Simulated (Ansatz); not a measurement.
# H₆N₂O₂Si: a ladder of functionals and wavefunction methods

Aim: compute H₆N₂O₂Si with functionals from several rungs and with coupled cluster, and see how far each lands from CCSD(T) at the basis-set limit for the atomisation energy.

Method: functionals in def2-TZVPP, the program's frozen cores in correlated methods; program: Ansatz 0.2.0, Gaussian basis.

The runs, in order: LDA (SPW92), PBE-D4, revPBE-D4, BLYP-D4, r2SCAN-D4, B97M-V, PBE0-D4, B3LYP-D4, r2SCANh-D4, r2SCAN0-D4, HSE06-D4, BHLYP-D4, CAM-B3LYP-D4, LC-ωPBE, ωB97X-V, ωB97M-V, B2PLYP, PBE-QIDH; CCSD(T)/def2-SVP; CCSD(T)/def2-TZVPP; MP2/def2-QZVPP; extrapolation to the limit; RPA on PBE.

**1. The relaxed structure**

All runs share one geometry, relaxed beforehand with PBE0-D4 in a triple-zeta def2 set.

SMILES `N[Si](N)(O)O`, 11 atoms, charge 0, spin multiplicity 1.

Atoms are counted from 1 here; the program's logs count them from 0.

Bond lengths: N1–Si2 1.699 Å, N1–H6 1.005 Å, N1–H7 1.005 Å, Si2–N3 1.697 Å, Si2–O4 1.647 Å, Si2–O5 1.648 Å, N3–H8 1.004 Å, N3–H9 1.004 Å, O4–H10 0.958 Å, O5–H11 0.958 Å. Angles: Si2–N1–H6 122.6°, Si2–N1–H7 120.4°, H6–N1–H7 112.9°, N1–Si2–N3 112.2°, N1–Si2–O4 116.5°, N1–Si2–O5 101.6°, N3–Si2–O4 101.9°, N3–Si2–O5 115.2°, O4–Si2–O5 110.1°, Si2–N3–H8 122.0°, Si2–N3–H9 122.6°, H8–N3–H9 113.6°, Si2–O4–H10 115.5°, Si2–O5–H11 115.3°.

**2. LDA**

This LDA is Slater exchange with PW92 correlation.

File in.yaml:

```yaml
crystal:
  periodic: [false, false, false]
  atoms:
    - {symbol: N, position_ang: [-1.169045, 0.968151, 0.528367]}
    - {symbol: Si, position_ang: [0.075713, 0.030484, -0.149313]}
    - {symbol: N, position_ang: [0.564852, -1.225596, 0.880941]}
    - {symbol: O, position_ang: [1.501207, 0.802874, -0.441560]}
    - {symbol: O, position_ang: [-0.608502, -0.453120, -1.568741]}
    - {symbol: H, position_ang: [-1.020725, 1.577868, 1.313048]}
    - {symbol: H, position_ang: [-1.968361, 1.228298, -0.022692]}
    - {symbol: H, position_ang: [1.533860, -1.432592, 1.044012]}
    - {symbol: H, position_ang: [-0.054931, -1.654610, 1.543729]}
    - {symbol: H, position_ang: [1.504404, 1.391501, -1.197286]}
    - {symbol: H, position_ang: [-0.293173, -1.290357, -1.910007]}
basis:
  gaussian: {orbitals: def2-TZVPP}
hamiltonian: {xc: lda}
output: {orbitals: {seedname: orbitals}}
```

The runs that follow: PBE-D4 (GGA); revPBE-D4 (GGA); BLYP-D4 (GGA); r2SCAN-D4 (meta-GGA); B97M-V (meta-GGA); PBE0-D4 (hybrid); B3LYP-D4 (hybrid); r2SCANh-D4 (hybrid); r2SCAN0-D4 (hybrid); HSE06-D4 (hybrid); BHLYP-D4 (hybrid); CAM-B3LYP-D4 (range-separated); LC-ωPBE-D4 (range-separated); ωB97X-V (range-separated); ωB97M-V (range-separated); B2PLYP (double hybrid); PBE-QIDH (double hybrid); CCSD(T) in def2-SVP; CCSD(T) in def2-TZVPP; MP2 in def2-QZVPP; RPA on PBE orbitals.

Before running them: what should the planned runs give, taken together? Wanted: atomisation energy, CCSD(T)/CBS; farthest beyond LDA; mean size of error, GGA; mean size of error, meta-GGA; mean size of error, hybrid; mean size of error, range-separated; mean size of error, double hybrid; gap, smallest and largest; T1 diagnostic.

The runs gave:

```
                               quantity                                    value
        atomisation energy, CCSD(T)/CBS                            4239.0 kJ/mol
 functionals within 21.2 kJ/mol (0.5 %)  BLYP-D4, CAM-B3LYP-D4, ωB97X-V, ωB97M-V
                    farthest beyond LDA                 BHLYP-D4 (-178.3 kJ/mol)
                mean size of error, GGA                              43.4 kJ/mol
           mean size of error, meta-GGA                              38.2 kJ/mol
             mean size of error, hybrid                              89.2 kJ/mol
    mean size of error, range-separated                              17.2 kJ/mol
      mean size of error, double hybrid                              80.3 kJ/mol
              gap, smallest and largest    5.38 eV (BLYP-D4), 12.88 eV (LC-ωPBE)
                          T1 diagnostic                                   0.0102
triples share of the correlation energy                                    3.5 %
```

In words: LDA overbinds by 615.4 kJ/mol (15 %). PBE-D4 misses by +37.8 kJ/mol. Double hybrids carry the basis error of their MP2 part in triple zeta, and no dispersion term here, so their miss is partly the set-up's. By mean error the best rung here is range-separated (17.2 kJ/mol) and the worst beyond LDA is hybrid (89.2 kJ/mol). The mean of the hybrids holds BHLYP, with half exact exchange. Misses under about 21.2 kJ/mol are within the doubt on the reference itself, which lacks core-valence correlation, relativity and higher excitations. Hartree-Fock recovers 68 % of the binding; the rest is correlation. CCSD(T) in def2-SVP is off by -420.0 kJ/mol, so the small basis spoils what the method gains. The gap grows from 5.4 to 12.9 eV across the functionals, mostly with the share of exact exchange.
